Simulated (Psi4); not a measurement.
# One shape, several levels: singlet [SiF3]−

We compute a comparison of 3 runs (B3LYP/6-31G*, wB97X-V/aug-cc-pVDZ, MP3/aug-cc-pVDZ) of singlet [SiF3]−. 

The results are computed with Psi4 1.11.

5 further runs of the same task are left out: 5 that didn't finish.

## (1) The system as given

The species is [SiF3]− (4 atoms), meant as a singlet with charge -1. As SMILES of the parent species, `F[Si](F)F`. The shape is that of a PBE0-D4/def2-TZVP optimisation. That shape belongs to the parent species and isn't relaxed for this state.

Bond lengths: F1–Si2 1.581 Å, Si2–F3 1.581 Å, Si2–F4 1.581 Å. Angles: F1–Si2–F3 107.9°, F1–Si2–F4 107.9°, F3–Si2–F4 107.9°.

## (2) Energy and forces at B3LYP/6-31G(d) (Cartesian functions) (run 1)

Input file f3si.py:

```python
import psi4

psi4.set_memory('2200 MB')
psi4.set_num_threads(1)
psi4.core.set_output_file('psi4.out', False)

m = psi4.geometry("""
-1 1
F      1.48315155    -0.95816673     2.17639758
Si    -0.53432006     0.40262505     0.44272504
F     -1.87887910    -1.68610813    -1.21762613
F      0.93004761     2.24164982    -1.40149648
units bohr
symmetry c1
no_reorient
no_com
""")

options = {'basis': '6-31G*', 'reference': 'rks', 'puream': False, 'e_convergence': 1e-09, 'd_convergence': 1e-08, 'scf_type': 'pk', 'dft_radial_points': 99, 'dft_spherical_points': 590}
psi4.set_options(options)

result, w = psi4.gradient('B3LYP', return_wfn=True)
psi4.oeprop(w, 'WIBERG_LOWDIN_INDICES', 'LOWDIN_CHARGES', 'MAYER_INDICES')
print('gradient / Eh bohr^-1')
print(result.np.round(6))
print(f'energy = {w.energy():.10f} Eh')
```

Run with:

```
python f3si.py
```

psi4.out:

```text
[...]
  Running in c1 symmetry.
[...]
  Nuclear repulsion =  176.798451345898798
[...]
  Multiplicity = 1
[...]
  Nalpha       = 21
  Nbeta        = 21
[...]
    Number of basis functions: 64
[...]
   @RKS iter   1:  -589.01002985023911   -3.84661e-01   1.06074e-02 ADIIS/DIIS
[...]
   @RKS iter  10:  -589.17103322708738   -2.38742e-12   1.08070e-09 DIIS
[...]
    Orbital Energies [Eh]
    ---------------------
    Doubly Occupied:
       1A    -65.923550     2A    -24.454040     3A    -24.454031
       4A    -24.454027     5A     -5.066126     6A     -3.425947
       7A     -3.425946     8A     -3.420858     9A     -0.970686
      10A     -0.944830    11A     -0.944814    12A     -0.329819
      13A     -0.262475    14A     -0.262461    15A     -0.230529
      16A     -0.209738    17A     -0.209731    18A     -0.186771
      19A     -0.186755    20A     -0.171350    21A      0.066941
[...]
  @RKS Final Energy:  -589.17103322708738
   => Energetics <=
    Nuclear Repulsion Energy =            176.7984513458987976
    One-Electron Energy =               -1182.5302161494171287
    Two-Electron Energy =                 459.1783385035661809
    DFT Exchange-Correlation Energy =     -42.6176069271352489
    Empirical Dispersion Energy =           0.0000000000000000
    VV10 Nonlocal Energy =                  0.0000000000000000
    Total Energy =                       -589.1710332270874915
[...]
  -Total Gradient:
     Atom            X                  Y                   Z
    ------   -----------------  -----------------  -----------------
       1       -0.051986372043     0.036644605766    -0.010791428371
       2        0.094070348278    -0.070929965624    -0.077979457820
       3        0.001234573682     0.048252140034     0.042947022035
       4       -0.043250938621    -0.013990744719     0.045872033374
[...]
```

The script printed:

```text
gradient / Eh bohr^-1
[[-0.051986  0.036645 -0.010791]
 [ 0.09407  -0.07093  -0.077979]
 [ 0.001235  0.048252  0.042947]
 [-0.043251 -0.013991  0.045872]]
energy = -589.1710332271 Eh
```

Wall time 19 s (1 thread of Intel Xeon at 2.50GHz (Skylake/Cascade Lake), shared host); peak memory 0.59 GiB.

## (3) A single-point energy at wB97X-V/aug-cc-pVDZ (run 2)

Input file input.inp:

```
memory 2.2 GB

molecule m {
  -1 1
  F      1.48315155    -0.95816673     2.17639758
  Si    -0.53432006     0.40262505     0.44272504
  F     -1.87887910    -1.68610813    -1.21762613
  F      0.93004761     2.24164982    -1.40149648
  units bohr
  symmetry c1
}

set puream true
set e_convergence 1e-09
set d_convergence 1e-08
set scf_type pk
set dft_radial_points 99
set dft_spherical_points 590

result, w = energy('wb97x-v/aug-cc-pVDZ', return_wfn=True)
print_variables()
```

Run with:

```
psi4 input.inp input.out -n 1
```

input.out:

```text
[...]
  Running in c1 symmetry.
[...]
  Nuclear repulsion =  176.798451345898798
[...]
  Multiplicity = 1
[...]
  Nalpha       = 21
  Nbeta        = 21
[...]
    Number of basis functions: 96
[...]
   @RKS iter   1:  -588.92843398912316   -6.04293e-01   6.74500e-03 DIIS/ADIIS
[...]
   @RKS iter  12:  -589.08685103084088   -6.25278e-12   2.48580e-09 DIIS
[...]
  @RKS Final Energy:  -589.08685103084088
   => Energetics <=
    Nuclear Repulsion Energy =            176.7984513458987976
    One-Electron Energy =               -1180.2458606657996825
    Two-Electron Energy =                 452.7464129778902588
    DFT Exchange-Correlation Energy =     -38.5599621547926574
    Empirical Dispersion Energy =           0.0000000000000000
    VV10 Nonlocal Energy =                  0.1741074659623283
    Total Energy =                       -589.0868510308408759
[...]
 Multipole Moments:
 ------------------------------------------------------------------------------------
     Multipole            Electronic (a.u.)      Nuclear  (a.u.)        Total (a.u.)
 ------------------------------------------------------------------------------------
 L = 1.  Multiply by 2.5417464519 to convert [e a0] to [Debye]
 Dipole X            :          1.2515957           -0.3567990            0.8947967
 Dipole Y            :         -0.9434176            0.2688580           -0.6745596
 Dipole Z            :         -1.0372637            0.2956353           -0.7416285
 Magnitude           :                                                    1.3437650
[...]
```

Wall time 1.9 min (1 thread of Intel Xeon at 2.50GHz (Skylake/Cascade Lake), shared host); peak memory 1.1 GiB.

## (4) A single-point energy at MP3/aug-cc-pVDZ (run 3)

Input file f3si.xyz:

```xyz
4
F3Si
F      0.784850    -0.507040     1.151700
Si    -0.282750     0.213060     0.234280
F     -0.994260    -0.892250    -0.644340
F      0.492160     1.186230    -0.741640
```

Input file job.py:

```python
import psi4

psi4.set_memory('2200 MB')
psi4.set_num_threads(1)
psi4.set_output_file('psi4.out', False)

with open('f3si.xyz') as f:
    atoms = ''.join(f.readlines()[2:])
molecule = psi4.geometry('-1 1\n' + atoms + 'symmetry c1')

psi4.set_options({
    'basis': 'aug-cc-pVDZ',
    'puream': True,
    'e_convergence': 1e-09,
    'd_convergence': 1e-08,
    'scf_type': 'pk',
    'num_frozen_docc': 8,
    'mp_type': 'conv',
})

energy_value, wavefunction = psi4.energy("mp3", return_wfn=True)
print(f'mp3 energy: {energy_value:.10f} Eh')
```

Run with:

```
python job.py
```

psi4.out:

```text
[...]
  Running in c1 symmetry.
[...]
  Nuclear repulsion =  176.798451223300987
[...]
  Multiplicity = 1
[...]
  Nalpha       = 21
  Nbeta        = 21
[...]
    Number of basis functions: 96
[...]
   @RHF iter   1:  -587.34343271096259   -8.93129e-01   5.48249e-03 DIIS/ADIIS
[...]
   @RHF iter  11:  -587.44747909895989   -2.95586e-12   5.18597e-09 DIIS
[...]
  @RHF Final Energy:  -587.44747909895989
   => Energetics <=
    Nuclear Repulsion Energy =            176.7984512233009866
    One-Electron Energy =               -1180.4956254884143618
    Two-Electron Energy =                 416.2496951661535718
    Total Energy =                       -587.4474790989597750
[...]
 Multipole Moments:
 ------------------------------------------------------------------------------------
     Multipole            Electronic (a.u.)      Nuclear  (a.u.)        Total (a.u.)
 ------------------------------------------------------------------------------------
 L = 1.  Multiply by 2.5417464519 to convert [e a0] to [Debye]
 Dipole X            :          1.3589763           -0.3567990            1.0021773
 Dipole Y            :         -1.0244238            0.2688580           -0.7555658
 Dipole Z            :         -1.1263014            0.2956353           -0.8306661
 Magnitude           :                                                    1.5050731
[...]
	SCS-MP2 Total Energy (a.u.)        :  -588.13692561006724
	SOS-MP2 Total Energy (a.u.)        :  -588.12311238407256
[...]
	SOS-PI-MP2 Total Energy (a.u.)     :  -588.17508417523516
[...]
	MP2 Total Energy (a.u.)            :  -588.16455206205649
[...]
	SCS-MP3 Total Energy (a.u.)        :  -588.13658204056958
[...]
	MP3 Total Energy (a.u.)            :  -588.16317778406574
[...]
```

On the terminal:

```text
mp3 energy: -588.1631777841 Eh
```

It took 36 s on 1 thread of Intel Xeon at 2.50GHz (Skylake/Cascade Lake), shared host; peak memory 0.78 GiB.

## (5) Overview of the runs

| run | level | task | Cartesian functions | energy (Eh) | HOMO energy (eV) | LUMO energy (eV) | HOMO–LUMO gap (eV) | wall time |
| --- | --- | --- | --- | --- | --- | --- | --- | --- |
| 1 | B3LYP/6-31G* (Cartesian functions) | gradient | yes | -589.171033 | 1.82 | 7.93 | 6.11 | 19 s |
| 2 | wB97X-V/aug-cc-pVDZ | energy | no | -589.086851 | -1.70 | 5.02 | 6.72 | 1.9 min |
| 3 | MP3/aug-cc-pVDZ | energy | no | -588.163178 | -1.66 | 5.09 | 6.75 | 36 s |

## (6) Summary of results

| quantity | value |
| --- | --- |
| run 3: total energy | -588.16318 Eh |
| run 3: HOMO energy (Hartree–Fock orbitals) | -1.66 eV |
| run 3: LUMO energy (Hartree–Fock orbitals) | 5.09 eV |
| run 3: HOMO–LUMO gap (to an unbound level, set by the basis) | 6.75 eV |
| run 3: correlation energy (8 core orbitals frozen) | -715.7 mEh |

Totals of different functionals can't be ranked against each other. In run 1 the HOMO lies above zero, so the outermost electron may be held by the basis alone. All runs together took 2.8 min, the longest 1.9 min.
